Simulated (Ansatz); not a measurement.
# C2H5BFN: rotation by 180° about the C2–C3 bond

Wanted: the energy profile along the rotation by 180° about the C2–C3 bond, from relaxed end points and a band of images. SMILES of the start: BC=C(N)F.

Method: RKS PBE0-D4/def2-SVP, in Ansatz 0.2.0.

### 1 The starting structure

Bond lengths: B1–C2 1.516 Å, C2–C3 1.318 Å, C3–N4 1.500 Å, C3–F5 1.353 Å, B1–H6 1.236 Å, B1–H7 1.172 Å, C2–H8 1.062 Å, N4–H9 1.034 Å, N4–H10 0.974 Å. Angles: B1–C2–C3 122.4°, B1–C2–H8 119.4°, C3–C2–H8 118.1°, C2–B1–H6 122.0°, C2–B1–H7 122.1°, H6–B1–H7 115.6°, C2–C3–N4 122.4°, C2–C3–F5 122.5°, N4–C3–F5 115.0°, C3–N4–H9 114.4°, C3–N4–H10 120.3°, H9–N4–H10 125.2°.

Structure file:

```xyz
10

B    -1.6481    0.2328    0.9280
C    -0.5153   -0.3815    0.1291
C     0.5571    0.3015   -0.2173
N     1.7185   -0.3317   -0.9246
F     0.7292    1.6021    0.1149
H    -1.6548    1.4280    1.2439
H    -2.6216   -0.3653    1.1901
H    -0.5695   -1.4046   -0.1507
H     1.5844   -1.3304   -1.1572
H     2.5031    0.1980   -1.1532
```

### 2 End point A

The input, input.yaml:

```yaml
crystal:
  periodic: [false, false, false]
  atoms:
    - { symbol: B, position_ang: [-1.6481, 0.2328, 0.928] }
    - { symbol: C, position_ang: [-0.5153, -0.3815, 0.1291] }
    - { symbol: C, position_ang: [0.5571, 0.3015, -0.2173] }
    - { symbol: "N", position_ang: [1.7185, -0.3317, -0.9246] }
    - { symbol: F, position_ang: [0.7292, 1.6021, 0.1149] }
    - { symbol: H, position_ang: [-1.6548, 1.428, 1.2439] }
    - { symbol: H, position_ang: [-2.6216, -0.3653, 1.1901] }
    - { symbol: H, position_ang: [-0.5695, -1.4046, -0.1507] }
    - { symbol: H, position_ang: [1.5844, -1.3304, -1.1572] }
    - { symbol: H, position_ang: [2.5031, 0.198, -1.1532] }
basis:
  gaussian: { orbitals: def2-SVP }
hamiltonian:
  xc: pbe0
  dispersion: d4
relax:
  f_tol: 0.015
  max_steps: 40
```

Run with:

```sh
ansatz run input.yaml --threads 2 --pin off --max-ram 3072MiB --backend cpu --events-out ev --progress --plain --runs-dir out
```

Standard output, shortened:

```text
Warning: RAYON_NUM_THREADS=2 ignored (pool sized by the plan → 2); use --threads N
[...]
Functional definition: PBE0
[...]
1075 factors; integrals over basis functions are off by at most 4.2e-4 eV
[...]
mean field -7024.13673723 eV, -258.1322639625 hartree, gradient 4.0e-5 eV, S^2 0.000000; 0 other end points of the search recorded, 0 dependent functions left out
[...]
reference -7024.13676187 eV, -258.1322648678 hartree; 19, 19 occupied and 76, 76 virtual orbitals, 1075 factors
relax step   1: F+E_penalty+E_count = -7024.27041566 eV  Δ(F+E_penalty+E_count) = +0.000e0 eV  max|allowed force component| = 5.420e0 eV/Å  Δτ_max = 0.0000 Å  (26 SCF iters, accepted)
[...]
relax step   5: F+E_penalty+E_count = -7024.99532010 eV  Δ(F+E_penalty+E_count) = -2.603e-3 eV  max|allowed force component| = 8.330e-2 eV/Å  Δτ_max = 0.0101 Å  (25 SCF iters, accepted)
[...]
relax step   6: F+E_penalty+E_count = -7024.99676840 eV  Δ(F+E_penalty+E_count) = -1.448e-3 eV  max|allowed force component| = 1.407e-2 eV/Å  Δτ_max = 0.0218 Å  (31 SCF iters, accepted)
1075 factors; integrals over basis functions are off by at most 3.8e-4 eV
[...]
mean field -7024.86228217 eV, -258.1589272470 hartree, gradient 7.8e-6 eV, S^2 0.000000; 1 other end points of the search recorded, 0 dependent functions left out
[...]
reference -7024.86230692 eV, -258.1589281564 hartree; 19, 19 occupied and 76, 76 virtual orbitals, 1075 factors
Total energy: -7024.99679314 eV, -258.1638704342 hartree
Atom 0 at    -1.663602     0.270374     0.903778 Å, force    -0.001553    -0.007806    -0.000729 eV/Å
Atom 1 at    -0.546882    -0.412936     0.159321 Å, force    -0.012318     0.002273     0.005203 eV/Å
Atom 2 at     0.600780     0.223293    -0.218077 Å, force     0.014069     0.001543    -0.009602 eV/Å
Atom 3 at     1.649103    -0.291268    -0.884335 Å, force     0.011702    -0.006064    -0.008311 eV/Å
Atom 4 at     0.809230     1.499124     0.056062 Å, force    -0.005003    -0.004645    -0.000948 eV/Å
Atom 5 at    -1.589493     1.440162     1.207547 Å, force     0.002183    -0.003613     0.000038 eV/Å
Atom 6 at    -2.658811    -0.350520     1.207711 Å, force    -0.001000     0.002480     0.001710 eV/Å
Atom 7 at    -0.595755    -1.469162    -0.126965 Å, force     0.004949     0.010567     0.000059 eV/Å
Atom 8 at     1.641468    -1.254984    -1.181629 Å, force    -0.007042     0.005531     0.006751 eV/Å
Atom 9 at     2.436962     0.294816    -1.120412 Å, force    -0.005987    -0.000266     0.005829 eV/Å
Dipole moment:     0.874416    -0.334195    -0.540302 e Å
```

Wall time 12 s (2 threads of Intel Xeon Platinum 8488C (Sapphire Rapids), shared host); peak memory 0.2 GiB.

The steps of the relaxation:

```csv
step,energy from step 1 (eV),largest force component (eV/Å)
1,0.0000,5.4200
2,-0.5304,2.2297
3,-0.6853,0.5102
4,-0.7223,0.1698
5,-0.7249,0.0833
6,-0.7264,0.0141
```

Step 1 is the start.

After: Bond lengths: B1–C2 1.506 Å, C2–C3 1.365 Å, C3–N4 1.344 Å, C3–F5 1.321 Å, B1–H6 1.211 Å, B1–H7 1.212 Å, C2–H8 1.095 Å, N4–H9 1.009 Å, N4–H10 1.010 Å. Angles: B1–C2–C3 123.3°, B1–C2–H8 122.2°, C3–C2–H8 114.5°, C2–B1–H6 121.1°, C2–B1–H7 120.0°, H6–B1–H7 118.8°, C2–C3–N4 127.9°, C2–C3–F5 121.7°, N4–C3–F5 110.4°, C3–N4–H9 120.4°, C3–N4–H10 120.1°, H9–N4–H10 119.4°.

### 3 Relaxing end B

The second end starts from a geometry with the move made by hand.

The input, input.yaml:

```yaml
crystal:
  periodic: [false, false, false]
  atoms:
    - { symbol: B, position_ang: [-1.6481, 0.2328, 0.928] }
    - { symbol: C, position_ang: [-0.5153, -0.3815, 0.1291] }
    - { symbol: C, position_ang: [0.5571, 0.3015, -0.2173] }
    - { symbol: "N", position_ang: [0.70247, 1.76697, 0.0679] }
    - { symbol: F, position_ang: [1.56798, -0.24567, -0.93162] }
    - { symbol: H, position_ang: [-1.6548, 1.428, 1.2439] }
    - { symbol: H, position_ang: [-2.6216, -0.3653, 1.1901] }
    - { symbol: H, position_ang: [-0.5695, -1.4046, -0.1507] }
    - { symbol: H, position_ang: [-0.08402, 2.17936, 0.59786] }
    - { symbol: H, position_ang: [1.50175, 2.24602, -0.21512] }
basis:
  gaussian: { orbitals: def2-SVP }
hamiltonian:
  xc: pbe0
  dispersion: d4
relax:
  f_tol: 0.015
  max_steps: 40
```

Run with:

```sh
ansatz run input.yaml --threads 2 --pin off --max-ram 3072MiB --backend cpu --events-out ev --progress --plain --runs-dir out
```

Standard output, shortened:

```text
Warning: RAYON_NUM_THREADS=2 ignored (pool sized by the plan → 2); use --threads N
[...]
[... 1 set-up line as earlier in the session ...]
[...]
1075 factors; integrals over basis functions are off by at most 4.2e-4 eV
[...]
mean field -7024.16660631 eV, -258.1333616308 hartree, gradient 1.3e-5 eV, S^2 0.000000; 0 other end points of the search recorded, 0 dependent functions left out
[...]
reference -7024.16662921 eV, -258.1333624724 hartree; 19, 19 occupied and 76, 76 virtual orbitals, 1075 factors
relax step   1: F+E_penalty+E_count = -7024.30564263 eV  Δ(F+E_penalty+E_count) = +0.000e0 eV  max|allowed force component| = 5.587e0 eV/Å  Δτ_max = 0.0000 Å  (26 SCF iters, accepted)
[...]
relax step   3: F+E_penalty+E_count = -7024.99885209 eV  Δ(F+E_penalty+E_count) = -9.401e-2 eV  max|allowed force component| = 1.309e0 eV/Å  Δτ_max = 0.0668 Å  (30 SCF iters, accepted)
[...]
Total energy: -7025.07225789 eV, -258.1666437123 hartree
Atom 0 at    -1.724885     0.210852     0.925112 Å, force    -0.000336    -0.000861     0.000120 eV/Å
Atom 1 at    -0.564793    -0.345513     0.156164 Å, force    -0.001315     0.000108     0.000841 eV/Å
Atom 2 at     0.518187     0.412764    -0.203046 Å, force     0.001336    -0.000997    -0.001011 eV/Å
Atom 3 at     0.739268     1.712921     0.021896 Å, force     0.000689     0.002009     0.000708 eV/Å
Atom 4 at     1.524529    -0.133428    -0.870402 Å, force     0.000294     0.000121    -0.000192 eV/Å
Atom 5 at    -1.742053     1.382454     1.267097 Å, force     0.000457     0.000294    -0.000437 eV/Å
Atom 6 at    -2.674131    -0.473025     1.232427 Å, force    -0.000236    -0.000015    -0.000027 eV/Å
Atom 7 at    -0.500186    -1.387430    -0.167624 Å, force    -0.000265    -0.000392     0.000034 eV/Å
Atom 8 at     0.050314     2.240128     0.540675 Å, force    -0.000506     0.000042     0.000462 eV/Å
Atom 9 at     1.609728     2.137856    -0.260178 Å, force    -0.000117    -0.000310    -0.000499 eV/Å
Dipole moment:     0.502048     0.540687    -0.096755 e Å
```

It took 18 s on 2 threads of Intel Xeon Platinum 8488C (Sapphire Rapids), shared host; peak memory 0.2 GiB.

The steps of the relaxation:

```csv
step,energy from step 1 (eV),largest force component (eV/Å)
1,0.0000,5.5867
2,-0.5992,2.6104
3,-0.6932,1.3087
4,-0.7500,0.3529
5,-0.7637,0.1197
6,-0.7661,0.0866
7,-0.7665,0.0328
8,-0.7666,0.0172
9,-0.7666,0.0159
10,-0.7666,0.0020
```

Step 1 is the start.

After: Bond lengths: B1–C2 1.499 Å, C2–C3 1.370 Å, C3–N4 1.338 Å, C3–F5 1.325 Å, B1–H6 1.221 Å, B1–H7 1.210 Å, C2–H8 1.093 Å, N4–H9 1.011 Å, N4–H10 1.009 Å. Angles: B1–C2–C3 122.7°, B1–C2–H8 123.5°, C3–C2–H8 113.8°, C2–B1–H6 120.7°, C2–B1–H7 121.9°, H6–B1–H7 117.4°, C2–C3–N4 128.6°, C2–C3–F5 120.3°, N4–C3–F5 111.1°, C3–N4–H9 118.7°, C3–N4–H10 120.3°, H9–N4–H10 120.8°.

### 4 Nudged elastic band

crystal.atoms is end A as relaxed above, and neb.final_atoms is end B, turned to lie on A. With 9 inner images the band has 11 in all.

The input, input.yaml:

```yaml
crystal:
  periodic: [false, false, false]
  atoms:
    - { symbol: B, position_ang: [-1.663602, 0.270374, 0.903778] }
    - { symbol: C, position_ang: [-0.546882, -0.412936, 0.159321] }
    - { symbol: C, position_ang: [0.60078, 0.223293, -0.218077] }
    - { symbol: "N", position_ang: [1.649103, -0.291268, -0.884335] }
    - { symbol: F, position_ang: [0.80923, 1.499124, 0.056062] }
    - { symbol: H, position_ang: [-1.589493, 1.440162, 1.207547] }
    - { symbol: H, position_ang: [-2.658811, -0.35052, 1.207711] }
    - { symbol: H, position_ang: [-0.595755, -1.469162, -0.126965] }
    - { symbol: H, position_ang: [1.641468, -1.254984, -1.181629] }
    - { symbol: H, position_ang: [2.436962, 0.294816, -1.120412] }
basis:
  gaussian: { orbitals: def2-SVP }
hamiltonian:
  xc: pbe0
  dispersion: d4
neb:
  order_check: false
  images: 9
  f_tol: 0.05
  max_iterations: 60
  initial_path: idpp
  final_atoms:
    - { symbol: B, position_ang: [-1.41873662, 0.31366206, 0.72830986] }
    - { symbol: C, position_ang: [-0.55865568, -0.77663991, 0.16427184] }
    - { symbol: C, position_ang: [0.66989645, -0.5379204, -0.3929841] }
    - { symbol: "N", position_ang: [1.30023959, 0.63076336, -0.55647634] }
    - { symbol: F, position_ang: [1.39633915, -1.54134132, -0.86398453] }
    - { symbol: H, position_ang: [-1.04354516, 1.47507653, 0.71257694] }
    - { symbol: H, position_ang: [-2.50217341, 0.08490487, 1.21517032] }
    - { symbol: H, position_ang: [-0.84729663, -1.83080803, 0.15983004] }
    - { symbol: H, position_ang: [0.85561501, 1.47373363, -0.21965798] }
    - { symbol: H, position_ang: [2.2313173, 0.65746822, -0.94405504] }
```

Run with:

```sh
ansatz run input.yaml --threads 2 --pin off --max-ram 3072MiB --backend cpu --events-out ev --progress --plain --runs-dir out
```

Standard output, shortened:

```text
Warning: RAYON_NUM_THREADS=2 ignored (pool sized by the plan → 2); use --threads N
[...]
[... 1 set-up line as earlier in the session ...]
[...]
1077 factors; integrals over basis functions are off by at most 3.8e-4 eV
[...]
mean field -7024.86225343 eV, -258.1589261908 hartree, gradient 5.3e-5 eV, S^2 0.000000; 0 other end points of the search recorded, 0 dependent functions left out
[...]
reference -7024.86227777 eV, -258.1589270855 hartree; 19, 19 occupied and 76, 76 virtual orbitals, 1077 factors
1077 factors; integrals over basis functions are off by at most 7.2e-4 eV
[...]
mean field -7024.93357029 eV, -258.1615470371 hartree, gradient 3.0e-5 eV, S^2 0.000000; 0 other end points of the search recorded, 0 dependent functions left out
[...]
reference -7024.93359366 eV, -258.1615478961 hartree; 19, 19 occupied and 76, 76 virtual orbitals, 1077 factors
[...]
Atom 0 at    -1.626758     0.003900     0.481126 Å, force     0.000150    -0.000795    -0.003496 eV/Å
Atom 1 at    -0.300832    -0.638870     0.587629 Å, force     0.000592    -0.001990     0.001995 eV/Å
Atom 2 at     0.785543     0.135832     0.172402 Å, force    -0.001421     0.000157    -0.001543 eV/Å
Atom 3 at     1.316183     0.166203    -1.028091 Å, force    -0.000718     0.000671     0.000124 eV/Å
Atom 4 at     1.392564     1.009042     0.963281 Å, force     0.001322     0.001454     0.000784 eV/Å
Atom 5 at    -1.729571     1.128862     0.021975 Å, force     0.000077     0.000222     0.001359 eV/Å
Atom 6 at    -2.627584    -0.592190     0.821787 Å, force    -0.000563     0.000760     0.001028 eV/Å
Atom 7 at    -0.106039    -1.638957     0.988527 Å, force    -0.000066     0.000336    -0.000758 eV/Å
Atom 8 at     0.903120    -0.423478    -1.739982 Å, force     0.000378    -0.000341     0.000447 eV/Å
Atom 9 at     2.076374     0.798556    -1.265651 Å, force     0.000249    -0.000474     0.000060 eV/Å
Dipole moment:     1.100165     0.012491    -0.757825 e Å
this run last wrote the band of iteration 9 to <dir>
```

Wall time 2.3 min (2 threads of Intel Xeon Platinum 8488C (Sapphire Rapids), shared host); peak memory 0.2 GiB.

(Part 1 of 2 ends here.)
